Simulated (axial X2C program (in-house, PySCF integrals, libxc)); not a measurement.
# SnSi: from the state search to constants

Aim: find the lowest determinant of SnSi, scan the bond at several levels and fit the constants, once spin-free and once with spin–orbit coupling.

Method: all-electron X2C, Sn dyall-cv3z, Si dyall-v3z; program: an in-house X2C program for linear molecules on PySCF integrals.

All values are calculated.

## Step 1: Set-up

task.json

```json
{"zs": [50, 14], "q": 0, "bas": ["dyall-cv3z", "dyall-v3z"], "levels": ["PBE0", "HF", "BLYP"], "cc": true, "r0": 2.56, "thr": -1.0, "nmax": 90, "npts": 10, "nst": 2, "ntry": 6}
```

Keys: zs atomic numbers; q charge; bas basis sets; levels methods (HF also brings MP2); cc coupled cluster on or off; r0 starting distance in Å; thr threshold in hartree for freezing inner shells (an s shell follows its p shell); nmax most natural virtual spinors; npts points asked for on the curve; nst determinants followed; ntry starts of the search.

Run with:

```
python so2c.py task.json out
```

Spin-free means the one-electron spin-free X2C Hamiltonian; two-component (2c) means X2C with spin–orbit coupling and atomic mean-field two-electron Coulomb and Gaunt terms. Basis: Sn dyall-cv3z contracted to [11s12p9d4f1g], Si dyall-v3z contracted to [8s7p2d1f]; Gaussian nuclei, density fitting. Masses: Sn 119.902 u, Si 27.977 u.

Notation: σ, π±, δ± give the projection m of an orbital's angular momentum (0, ±1, ±2), α and β its spin, Λ and M_S the sums; ω is the projection of a spinor's total angular momentum and Ω the sum. Logs are in hartree.

The results follow Hamiltonian by Hamiltonian and level by level.

## Step 2: Search for the lowest determinant

Determinants are compared with PBE0 at 2.560 Å.

Spin-free determinants:

```csv
ΔE (eV),state,open shells
0.00,"M_S = 1, Λ = 0","beyond closed shells: π+α, π-α"
0.37,"M_S = 1, Λ = 1","beyond closed shells: σα, π+α, π+β, π-α"
0.54,"M_S = 0, Λ = 1","beyond closed shells: σβ, π+α, π+β, π-α"
0.56,"M_S = 0, Λ = 2","beyond closed shells: π+α, π+β"
0.56,"M_S = 0, Λ = 0","beyond closed shells: π+β, π-α"
1.11,"M_S = 2, Λ = 1","beyond closed shells: σα, 2 × π+α, π-α"
1.64,"M_S = 1, Λ = 1","beyond closed shells: σβ, 2 × π+α, π-α"
```

Two-component determinants:

```
ΔE (eV)  state                                  open shells
   0.00  Ω = 1      excess of +ω over −ω: ω = -1/2, ω = 3/2
   0.29  Ω = 2       excess of +ω over −ω: ω = 1/2, ω = 3/2
   0.45  Ω = 0                                 closed shell
   0.59  Ω = 0                                 closed shell
   0.64  Ω = 1            excess of +ω over −ω: 2 × ω = 1/2
   1.23  Ω = 3            excess of +ω over −ω: 2 × ω = 3/2
   1.58  Ω = 0  excess of +ω over −ω: 3 × ω = 1/2, ω = -3/2
```

## Step 3: PBE0, spin-free

State followed: M_S = 1, Λ = 0 (beyond closed shells: π+α, π-α). The scan is laid around 2.515 Å, a first estimate of the minimum, and this SCF restarts from the orbitals of the search.

The SCF at the reference distance of 2.515 Å:

```text
spin-free X2C-1e  PBE0
basis functions 175  fitting functions 949  grid points 5083
iter        total energy     max residual
   1      -6465.441010874     2.59e+00
   2      -6466.153093512     1.32e-01
   3      -6466.181515683     1.94e-02
   4      -6466.182740386     2.08e-02
   5      -6466.183793347     3.88e-03
   6      -6466.183931614     3.30e-03
   7      -6466.183961680     7.42e-04
   8      -6466.183962787     6.75e-05
   9      -6466.183962865     5.77e-05
  10      -6466.183962873     9.57e-06
converged
one-electron -9187.93952765  Coulomb 2761.64387818  exact exchange -46.07554759  xc functional -141.09866944  nuclear repulsion 147.28590364
```

Along the bond, energies from the lowest point:

| R (Å) | E (eV) | μ (D) | HOMO (eV) | LUMO (eV) | iterations |
| --- | --- | --- | --- | --- | --- |
| 2.188 | 0.8225 | -0.77 | -5.34 | -3.80 | 26 |
| 2.289 | 0.3456 | -0.85 | -5.37 | -3.64 | 20 |
| 2.364 | 0.1390 | -0.92 | -5.39 | -3.54 | 18 |
| 2.440 | 0.0310 | -0.97 | -5.39 | -3.44 | 17 |
| 2.515 | 0.0000 | -1.03 | -5.39 | -3.35 | 10 |
| 2.603 | 0.0383 | -1.09 | -5.38 | -3.27 | 15 |
| 2.691 | 0.1363 | -1.14 | -5.36 | -3.19 | 14 |
| 2.804 | 0.3232 | -1.20 | -5.33 | -3.10 | 14 |
| 2.942 | 0.6107 | -1.28 | -5.27 | -3.02 | 16 |
| 3.144 | 1.0836 | -1.37 | -5.17 | -3.10 | 17 |

Dipoles are positive if Si is the positive end.

Outer orbitals at the reference distance:

```json
{"symmetry": "δ+α", "occupied": "yes", "ε (eV)": "-28.57", "atomic character": "100% Sn d"}
{"symmetry": "δ-α", "occupied": "yes", "ε (eV)": "-28.57", "atomic character": "100% Sn d"}
{"symmetry": "δ+β", "occupied": "yes", "ε (eV)": "-28.46", "atomic character": "100% Sn d"}
{"symmetry": "δ-β", "occupied": "yes", "ε (eV)": "-28.46", "atomic character": "100% Sn d"}
{"symmetry": "π+α", "occupied": "yes", "ε (eV)": "-28.32", "atomic character": "100% Sn d"}
{"symmetry": "π-α", "occupied": "yes", "ε (eV)": "-28.32", "atomic character": "100% Sn d"}
{"symmetry": "σα", "occupied": "yes", "ε (eV)": "-28.28", "atomic character": "100% Sn d"}
{"symmetry": "π+β", "occupied": "yes", "ε (eV)": "-28.25", "atomic character": "100% Sn d"}
{"symmetry": "π-β", "occupied": "yes", "ε (eV)": "-28.25", "atomic character": "100% Sn d"}
{"symmetry": "σβ", "occupied": "yes", "ε (eV)": "-28.24", "atomic character": "100% Sn d"}
{"symmetry": "σα", "occupied": "yes", "ε (eV)": "-14.22", "atomic character": "42% Si s, 41% Sn s, 7% Sn p"}
{"symmetry": "σβ", "occupied": "yes", "ε (eV)": "-13.00", "atomic character": "45% Sn s, 39% Si s, 6% Si p"}
{"symmetry": "σα", "occupied": "yes", "ε (eV)": "-10.56", "atomic character": "38% Sn s, 34% Si s, 12% Sn p"}
{"symmetry": "σβ", "occupied": "yes", "ε (eV)": "-9.75", "atomic character": "37% Si s, 34% Sn s, 14% Sn p"}
{"symmetry": "π+α", "occupied": "yes", "ε (eV)": "-6.08", "atomic character": "50% Si p, 44% Sn p, 3% Sn d"}
{"symmetry": "π-α", "occupied": "yes", "ε (eV)": "-6.08", "atomic character": "50% Si p, 44% Sn p, 3% Sn d"}
{"symmetry": "σα", "occupied": "yes", "ε (eV)": "-5.70", "atomic character": "46% Si p, 40% Sn p, 7% Sn s"}
{"symmetry": "σβ", "occupied": "yes", "ε (eV)": "-5.39", "atomic character": "47% Si p, 40% Sn p, 6% Sn s"}
{"symmetry": "π-β", "occupied": "no", "ε (eV)": "-3.35", "atomic character": "56% Sn p, 41% Si p"}
{"symmetry": "π+β", "occupied": "no", "ε (eV)": "-3.35", "atomic character": "56% Sn p, 41% Si p"}
{"symmetry": "π-α", "occupied": "no", "ε (eV)": "-2.37", "atomic character": "49% Sn p, 40% Si p, 5% Sn d"}
{"symmetry": "π+α", "occupied": "no", "ε (eV)": "-2.37", "atomic character": "49% Sn p, 40% Si p, 5% Sn d"}
```

PBE0 fields in the half plane through the axis: z from -2.4 to 4.8 Å across, distance from the axis 0.15 to 2.25 Å upwards; Sn lies at z = 0 and Si at z = 2.515 Å; the ELF is damped to zero where the density is low.

log10 density (e/bohr³). Ten even steps from '0' (-4.06 ) to '9' (1.82 ):
```
0001111122221111111111000
0111222222222222222221100
0112223333333333333222110
1122333333333333333332211
1223344444444444444433221
1233445565544444444443321
2233456777654445665443322
2234456797655556885444322
```

ELF. Ten even steps from ' ' (0.00 ) to '@' (0.98 ):
```
      ..::::::::::::::::----::::::::::::..        
    ::==++++====------========----========--..    
  --++**####**++======++++++++++++****####**==::  
--**##%%%%##**==----==++**********##%%%%%%%%##++::
++%%%%%%%%**==::::::--==**####****##@@@@@@@@@@##==
##%%@@@@##==::--==--::--**%%##--..::##@@@@@@@@%%**
%%@@@@@@**----######--::**%%++  ==--  %%@@@@@@@@##
%%@@@@%%**--**==##==**::**%%::++##%%..++@@@@@@@@%%
```

Re = 2.513 Å, ωe = 355 cm⁻¹, ωexe = 0.898 cm⁻¹, Be = 0.1177 cm⁻¹, De = 2.75 eV, μ = -1.03 D.

## Step 4: HF, spin-free

Output at 2.515 Å:

```text
spin-free X2C-1e  HF
basis functions 175  fitting functions 949  grid points 5083
iter        total energy     max residual
   1      -6463.311936208     3.31e-01
   2      -6463.338081236     7.41e-03
   3      -6463.339176264     8.71e-03
   4      -6463.339278267     1.87e-03
   5      -6463.339293451     4.54e-04
   6      -6463.339295212     2.40e-04
   7      -6463.339295786     7.78e-05
   8      -6463.339295963     6.74e-05
   9      -6463.339296053     4.23e-05
  10      -6463.339296073     1.57e-05
  11      -6463.339296077     4.98e-06
  12      -6463.339296077     1.52e-06
converged
one-electron -9186.63038421  Coulomb 2760.39442690  exact exchange -184.38924240  xc functional 0.00000000  nuclear repulsion 147.28590364
```

No constants are quoted: the solution changes its character somewhere along the scan, so the fit is set aside.

## Step 5: BLYP, spin-free

Output at 2.515 Å:

```text
spin-free X2C-1e  BLYP
basis functions 175  fitting functions 949  grid points 5083
iter        total energy     max residual
   1      -6466.863420340     1.46e-01
   2      -6466.870998239     4.35e-03
   3      -6466.871080113     2.88e-03
   4      -6466.871092382     1.75e-03
   5      -6466.871094067     1.27e-03
   6      -6466.871097976     1.28e-04
   7      -6466.871098019     9.69e-05
   8      -6466.871098073     1.78e-05
   9      -6466.871098075     1.35e-05
converged
one-electron -9187.83678941  Coulomb 2761.51917370  exact exchange 0.00000000  xc functional -187.83938601  nuclear repulsion 147.28590364
```

Re = 2.582 Å, ωe = 312 cm⁻¹, ωexe = 0.933 cm⁻¹, Be = 0.1115 cm⁻¹, De = 2.80 eV, μ = -0.90 D.

## Step 6: Correlated methods, spin-free

Correlated methods: 8 electrons correlated (frozen shells, counted by type: Sn 4 s, 3 p, 2 d; Si 2 s, 1 p), 230 virtual spinors in MP2, 90 natural virtuals in coupled cluster.

Output of the correlated part at 2.515 Å:

```text
correlated 8  virtual 230  natural virtual 90  E(MP2) -0.146626774  MP2 remainder -0.003186303
iter   CCSD correlation   residual
   1     -0.162356342   1.32e-01
   2     -0.170226105   5.14e-02
   3     -0.170739053   1.37e-02
   4     -0.170923148   5.51e-03
   5     -0.170929305   1.79e-03
   6     -0.170922788   7.04e-04
   7     -0.170927929   3.25e-04
   8     -0.170927956   1.33e-04
   9     -0.170927589   4.80e-05
  10     -0.170927808   1.48e-05
  11     -0.170927875   6.22e-06
  12     -0.170927943   2.49e-06
  13     -0.170927947   9.96e-07
(T) -0.010133865  T1 0.0261  D1 0.0483  max T2 0.098
```

T1 in the output is the amplitude norm over the root of the electron number; divide by √2 for the Lee–Taylor value.

MP2: No constants are quoted: the reference changes its character somewhere along the scan, so the fit is set aside.

CCSD: No constants are quoted: the reference changes its character somewhere along the scan, so the fit is set aside.

CCSD(T): No constants are quoted: the reference changes its character somewhere along the scan, so the fit is set aside.

## Step 7: A higher determinant, spin-free

State: M_S = 1, Λ = 1 (beyond closed shells: σα, π+α, π+β, π-α).

Output at the reference distance:

```text
spin-free X2C-1e  PBE0
basis functions 175  fitting functions 949  grid points 5083
iter        total energy     max residual
   1      -6465.438554997     2.45e+00
   2      -6466.141671144     1.43e-01
   3      -6466.166304152     2.11e-02
   4      -6466.170546875     2.73e-02
   5      -6466.170738596     8.92e-03
   6      -6466.171964082     8.38e-03
   7      -6466.172021410     2.99e-03
   8      -6466.172031396     2.30e-04
   9      -6466.172032826     3.16e-04
  10      -6466.172035735     6.51e-04
  11      -6466.172036703     1.93e-04
  12      -6466.172036793     6.63e-05
  13      -6466.172036817     2.45e-05
  14      -6466.172036820     6.57e-06
converged
one-electron -9187.33986249  Coulomb 2761.01619409  exact exchange -46.06329086  xc functional -141.07098119  nuclear repulsion 147.28590364
```

| R (Å) | E above the lowest PBE0 point (eV) |
| --- | --- |
| 2.188 | 0.605 |
| 2.289 | 0.336 |
| 2.364 | 0.260 |
| 2.440 | 0.263 |
| 2.515 | 0.325 |
| 2.603 | 0.446 |
| 2.691 | 0.596 |
| 2.804 | 0.807 |
| 2.942 | 1.071 |

Re = 2.398 Å, ωe = 382 cm⁻¹, ωexe = 1.89 cm⁻¹, Be = 0.1293 cm⁻¹, μ = -0.97 D. Te = 0.25 eV.

## Step 8: The spin-free curves together

Energy (eV) of the followed determinant, spin-free, from each level's lowest point:

| R (Å) | PBE0 | HF (jumps) | MP2 (its reference jumps) | CCSD (its reference jumps) | CCSD(T) (its reference jumps) | BLYP |
| --- | --- | --- | --- | --- | --- | --- |
| 2.188 | 0.822 | 0.757 | 0.898 | n/a | n/a | 1.029 |
| 2.289 | 0.346 | 0.283 | 0.389 | 0.380 | 0.414 | 0.499 |
| 2.364 | 0.139 | 0.090 | 0.165 | 0.158 | 0.182 | 0.249 |
| 2.440 | 0.031 | 0.003 | 0.043 | 0.039 | 0.051 | 0.096 |
| 2.515 | 0.000 | 0.000 | 0.000 | 0.000 | 0.000 | 0.018 |
| 2.603 | 0.038 | 0.078 | 0.026 | 0.032 | 0.017 | 0.000 |
| 2.691 | 0.136 | 0.221 | 0.113 | 0.127 | 0.094 | 0.041 |
| 2.804 | 0.323 | 0.472 | 0.285 | 0.311 | 0.255 | 0.154 |
| 2.942 | 0.611 | 0.843 | 0.569 | n/a | n/a | 0.352 |
| 3.144 | 1.084 | 1.367 | 1.360 | n/a | n/a | 0.697 |

(Part 1 of 2 ends here.)
